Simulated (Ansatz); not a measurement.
This script drives the Python package of Ansatz (0.2.0).

Contents of `f2h2nnbs.xyz`:
```text
7

N    -0.69780    0.78600    0.88290
Nb    0.54030   -0.34680   -0.32680
F     1.79120   -1.31290    0.82410
F    -0.45330   -1.63950   -1.36880
S     1.57780    0.86440   -1.63040
H    -1.33190    1.41100    0.21430
H    -1.36510    0.17000    1.35900
```

The script, `methods_f2h2nnbs.py`:
```python
"""F2H2NNbS at several levels of theory."""

from pathlib import Path
import warnings

import ansatz as az
import numpy as np

warnings.simplefilter("ignore", az.DeckWarning)

f2h2nnbs = az.Crystal.molecule_from_extxyz("f2h2nnbs.xyz")

calculation = f2h2nnbs.calculation().basis(gaussian="def2-SVP")

print("functional    E (Ha)        dipole (D)   HOMO (eV)  LUMO (eV)")
for name in ["r2scan0", "cam_b3lyp", "revpbe", "pbe", "blyp"]:
    summary = calculation.functional(name).forces().orbitals().run(runs_dir="runs").report
    lines = Path(summary["orbitals_path"]).read_text().splitlines()
    field_of = lambda key: [line.split("=")[1].strip() for line in lines if line.startswith(key)]
    orbitals = [(27.211386 * float(e), s, float(n)) for e, s, n in zip(field_of("Ene="), field_of("Spin="), field_of("Occup="))]
    homo = max(e for e, _, n in orbitals if n > 0.5)
    lumo = min(e for e, _, n in orbitals if n < 0.5)
    dipole = 4.803205 * np.linalg.norm(summary["charge_distribution"]["dipole_moment_e_ang"])
    print(f"{name:10s} {summary['free_energy_ev'] / 27.211386246:14.6f} {dipole:9.3f} {homo:11.3f} {lumo:10.3f}")
```

It is started by `python methods_f2h2nnbs.py`. Estimate its wall time and peak memory on 1 thread of Arm Neoverse V1, on a shared host.

It took about 29 s, with a peak of 0.31 GiB, for 5 runs of the engine.

Running `python methods_f2h2nnbs.py` prints:
```text
functional    E (Ha)        dipole (D)   HOMO (eV)  LUMO (eV)
r2scan0       -710.483353     2.940      -8.634     -2.737
cam_b3lyp     -710.573629     2.796      -9.639     -1.560
revpbe        -710.597089     2.792      -6.934     -3.353
pbe           -710.306592     2.804      -6.981     -3.403
blyp          -710.650393     2.727      -6.776     -3.235
```

Total energies depend on the basis set; only differences at equal settings carry meaning. The geometry is a force-field or estimated start, not a minimum of this method, and the basis set is short of its limit. A lower total doesn't mark the better method: functionals have no common bound, and MP2 and coupled cluster aren't variational. def2 sets replace the cores of elements past krypton by effective core potentials. Levels such as HOMO and LUMO are orbital energies: with these approximate functionals they aren't the ionisation energy and electron affinity, and their gap isn't the fundamental gap.
